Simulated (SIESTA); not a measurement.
Set up this calculation in SIESTA 5.4.2, as the native input.

```
Task                : single point
Functional          : PBEsol
Potentials or basis : PseudoDojo 0.4 standard (PBEsol files)
Basis               : DZP (energy shift 0.003 Ry; two zetas on semicore shells)
Grid cutoff         : 800 Ry
Energy shift        : 0.003 Ry
k mesh              : 11 × 11 × 3
Occupations         : fermi-dirac, width 0.05 eV
Spin                : no spin polarisation
```

Crystal: NbRu3.

```
CELL_PARAMETERS angstrom
2.77506 0.00000 0.00000
-1.38753 2.40327 0.00000
0.00000 0.00000 9.01327
ATOMIC_POSITIONS crystal
Ru 0.33333 0.66667 0.23509
Ru 0.33333 0.66667 0.76491
Ru 0.00000 0.00000 0.00000
Nb 0.00000 0.00000 0.50000
```

The cell comes from a database or a generator and needn't be the stable form of this composition.

These files were run (other wordings do the same):

NbRu3.fdf

```
SystemName                      NbRu3
SystemLabel                     NbRu3
NumberOfSpecies                 2
NumberOfAtoms                   4
%block ChemicalSpeciesLabel
  1  44 Ru
  2  41 Nb
%endblock ChemicalSpeciesLabel

LatticeConstant                 1.0 Ang
%block LatticeVectors
     2.7750604702     0.0000000000     0.0000000000
    -1.3875302351     2.4032728643     0.0000000000
     0.0000000000     0.0000000000     9.0132670000
%endblock LatticeVectors
AtomicCoordinatesFormat         Fractional
%block AtomicCoordinatesAndAtomicSpecies
     0.3333333333     0.6666666667     0.2350940000  1  Ru
     0.3333333333     0.6666666667     0.7649060000  1  Ru
     0.0000000000     0.0000000000     0.0000000000  1  Ru
     0.0000000000     0.0000000000     0.5000000000  2  Nb
%endblock AtomicCoordinatesAndAtomicSpecies

%block kgrid.MonkhorstPack
   11   0   0  0.0
    0  11   0  0.0
    0   0   3  0.0
%endblock kgrid.MonkhorstPack
XC.Functional                   GGA
XC.Authors                      PBEsol
PAO.BasisSize                   DZP
PAO.EnergyShift                 0.003 Ry
Mesh.Cutoff                     800 Ry
OccupationFunction              FD
ElectronicTemperature           0.05 eV
MaxSCFIterations                120
SCF.MustConverge                false
SCF.Mixer.Method                Pulay
SCF.Mixer.Weight                0.25
SCF.Mixer.History               8
SCF.DM.Tolerance                5.0e-05
SCF.H.Tolerance                 1.0e-03 eV
WriteForces                     true
Charge.Mulliken                 end
%block PAO.Basis
  Ru 5
  n=4 0 2
    3.003 0.000
  n=5 0 2
    8.548 0.000
  n=4 1 2
    3.442 0.000
  n=5 1 1
    8.548
  n=4 2 2
    5.925 0.000
  Nb 5
  n=4 0 2
    3.366 0.000
  n=5 0 2
    9.113 0.000
  n=4 1 2
    3.905 0.000
  n=5 1 1
    9.113
  n=4 2 2
    7.312 0.000
%endblock PAO.Basis
```

Potentials or basis: PseudoDojo 0.4 standard (PBEsol files), DZP (energy shift 0.003 Ry; two zetas on semicore shells).

The run is started by

```bash
$ siesta < NbRu3.fdf > NbRu3.out 2>&1
```

Results of the run:

* Pressure: -9.1 GPa
* Largest force: 0.103 eV/Å
* Band gap on the k mesh: none (metal or under the smearing width)

Caveat: the basis of atomic orbitals isn't converged, which shifts pressures, moduli and gaps.

It took 2.9 min on 1 thread of Intel(R) Xeon(R) 6975P-C (Granite Rapids), on a shared host, peak memory 0.62 GiB.
